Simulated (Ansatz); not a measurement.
Write a Python script for Ansatz 0.2.0, Python API that makes a projected density of states of Li₃InF₆, space group Fm-3m. Level of theory: PBE, PAW, cutoff 450 eV, 4×4×4 k-points, fixed occupations.

```yaml
crystal:
  lattice:
    - [0.00000, 4.04724, 4.04724]
    - [4.04724, 0.00000, 4.04724]
    - [4.04724, 4.04724, 0.00000]
  atoms:
    - { symbol: Li, position: [0.25000, 0.25000, 0.25000] }
    - { symbol: Li, position: [0.75000, 0.75000, 0.75000] }
    - { symbol: Li, position: [0.50000, 0.50000, 0.50000] }
    - { symbol: In, position: [0.00000, 0.00000, 0.00000] }
    - { symbol: F, position: [0.25611, 0.25611, 0.74389] }
    - { symbol: F, position: [0.25611, 0.74389, 0.74389] }
    - { symbol: F, position: [0.74389, 0.74389, 0.25611] }
    - { symbol: F, position: [0.25611, 0.74389, 0.25611] }
    - { symbol: F, position: [0.74389, 0.25611, 0.74389] }
    - { symbol: F, position: [0.74389, 0.25611, 0.25611] }
```

Script `li3inf6.py`:
```python
"""Which atoms and shells make the states of Li3InF6."""

import ansatz as az
import numpy as np

structure = (
    az.Lattice.of((0.0, 4.047243, 4.047243), (4.047243, 0.0, 4.047243), (4.047243, 4.047243, 0.0))
    .atom("Li", (0.25, 0.25, 0.25))
    .atom("Li", (0.75, 0.75, 0.75))
    .atom("Li", (0.5, 0.5, 0.5))
    .atom("In", (0.0, 0.0, 0.0))
    .atom("F", (0.256107, 0.256107, 0.743893))
    .atom("F", (0.256107, 0.743893, 0.743893))
    .atom("F", (0.743893, 0.743893, 0.256107))
    .atom("F", (0.256107, 0.743893, 0.256107))
    .atom("F", (0.743893, 0.256107, 0.743893))
    .atom("F", (0.743893, 0.256107, 0.256107))
)

model = (
    structure.calculation()
    .occupations(az.OccupationsMethod.FIXED)
    .basis(450)
    .scf(tolerance=1e-07)
    .kpoints(density=2.8)
    .functional("PBE")
    .scf(extra_bands=26)
    .density_of_states(projected=True, method="smearing", broadening_width=0.15, energy_step=0.1)
)
out = model.run(threads=1, backend="cpu")
summary = out.report

dos = out.density_of_states()
energy = np.asarray(dos.energies_ev) - dos.fermi_ev
curves = {}
for site in out.projected_density_of_states().sites:
    for shell in site.shells:
        weight = sum(np.sum(curve.g_bin_mean_per_ev, axis=0) for curve in shell.curves)
        name = f"{site.species} {shell.label}"
        curves[name] = curves.get(name, 0) + weight

step = energy[1] - energy[0]
windows = [(-8, -4), (-4, 0), (0, 4)]
print("states by shell in windows of E - E_F (eV):", windows)
for name, g in curves.items():
    print(f"{name:8s}", " ".join(f"{step * g[(energy >= a) & (energy < b)].sum():8.3f}" for a, b in windows))
filled = (energy < 0) & (energy > -8)
for name, g in curves.items():
    if g[filled].sum() * step > 0.5:
        print(f"centre of {name}: {np.average(energy[filled], weights=g[filled]):.2f} eV")
```

Output of `python li3inf6.py`:
```text
states by shell in windows of E - E_F (eV): [(-8, -4), (-4, 0), (0, 4)]
Li 1S       0.002    0.015    0.000
Li 2S       0.005    0.321    0.000
In 5S       0.154    0.313    0.000
In 5P       0.000    0.586    0.000
In 4D       0.000    0.278    0.008
F 2S        0.020    0.155    0.000
F 2P        0.509   32.759    0.630
centre of In 5P: -2.02 eV
centre of F 2P: -1.18 eV
```

Semilocal gaps usually lie well under measured ones. The Fermi level of a run with fixed occupations marks the highest occupied state on its mesh, not mid-gap. The crystal has a gap of about 4.88 eV on the mesh; any density of states at or just above the Fermi level is the tail of the broadening. The structure comes from a database of computed cells and needn't be a stable or known phase. Curves are summed over the cell's atoms. Only shells that the potentials hold have channels, so projections don't add up to the total, least of all where a shell is missing (p of most metals); heights and places of peaks move with the mesh. The density of states is complete only as far up as bands were computed. A band centre counts only the states inside the window taken. Timing: 4.2 s on 1 thread of Arm Neoverse V2, with other jobs on the host, peak memory 0.45 GiB.

(Lines on the test bed's own set-up are left out of the output.)
